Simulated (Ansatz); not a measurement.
**BSiGeH (triplet): the correlation ladder, cc-pVDZ**

The task here is to estimate one member of a computed series from the others.

Computed with Ansatz 0.2.0, Gaussian basis. Level: cc-pVDZ, core rule «outside noble gas», up to 20 orbitals frozen.

Plan: UHF; CCSD(T) on ROHF; CCSD(T) on UHF; BCCD(T) on ROHF; CISD as a restricted active space (open shells left free, so some higher excitations enter); CCSDT(Q) on ROHF; CCSDT(Q) on UHF; CASSCF and NEVPT2, 10 electrons in 10 orbitals.

12 further runs of the same task are left out: 2 that didn't finish, 10 set aside as unsound or not needed. Runs told in other sessions of the task aren't counted.

## What is computed

The geometry is a PBE0/def2-TZVP stationary point (not a proven minimum) of the parent state, kept for this charge and spin. No spin-orbit coupling is included. The filled d shell of Ge may be among the frozen orbitals whatever the setting's name suggests.

4 atoms, charge 0, spin multiplicity 3.

Atoms are counted from 1 here; the program's logs count them from 0.

Bond lengths: B1–Ge2 2.300 Å, B1–Si3 1.815 Å, B1–H4 1.187 Å, Ge2–Si3 2.266 Å. Angles: Ge2–B1–Si3 65.6°, Ge2–B1–H4 118.0°, Si3–B1–H4 176.4°, B1–Ge2–Si3 46.8°, B1–Si3–Ge2 67.6°.

The first run:

in.yaml reads:

```yaml
crystal:
  periodic: [false, false, false]
  atoms:
    - {symbol: B, position_ang: [0.000000, 1.278842, 1.142002]}
    - {symbol: Ge, position_ang: [0.000000, -0.028376, -0.750319]}
    - {symbol: Si, position_ang: [0.000000, -0.507084, 1.464976]}
    - {symbol: H, position_ang: [0.000000, 2.457913, 1.004440]}
basis:
  gaussian: {orbitals: cc-pVDZ}
magnetization: {spin_polarized: true, initial_magnetization: 2}
hamiltonian: {xc: hf}
output: {orbitals: {seedname: orbitals}}
```

On the command line:

```console
ansatz run in.yaml --threads 1 --pin off --events-out ev --progress --plain --max-ram 2393MiB
```

Steps of the session up to this table: UHF; CCSD(T) on ROHF; CCSD(T) on UHF; BCCD(T) on ROHF; CISD as a restricted active space (open shells left free, so some higher excitations enter); CCSDT(Q) on ROHF; CCSDT(Q) on UHF; CASSCF and NEVPT2, 10 electrons in 10 orbitals.

One table of the session follows, with a row left open; its other results are not shown here.

```
         method  from UCCSDT(Q) (meV)
           ROHF               +7874.9
            UHF               +7606.1
           RMP2               +1273.7
           UMP2               +1431.5
           CISD               +1329.4
          RCCSD                +539.5
          UCCSD                +520.6
       RCCSD(T)                     ?
       UCCSD(T)                 +91.9
        BCCD(T)                 +86.3
         RCCSDT                 +52.4
         UCCSDT                 +44.8
      RCCSDT(Q)                  +8.2
      UCCSDT(Q)                     0
CASSCF frontier               +5333.1
NEVPT2 frontier               +1194.6
```

Q: Estimate the row for RCCSD(T) from the others.

As computed: from UCCSDT(Q) (meV): +88.9. In the column «from UCCSDT(Q) (meV)» it lies between BCCD(T) (+86.3) and UCCSD(T) (+91.9).

To keep in mind: Restricted and unrestricted rows rest on different reference determinants; a gap between their highest levels can come from leftover correlation error, from unlike frozen cores or from another state.
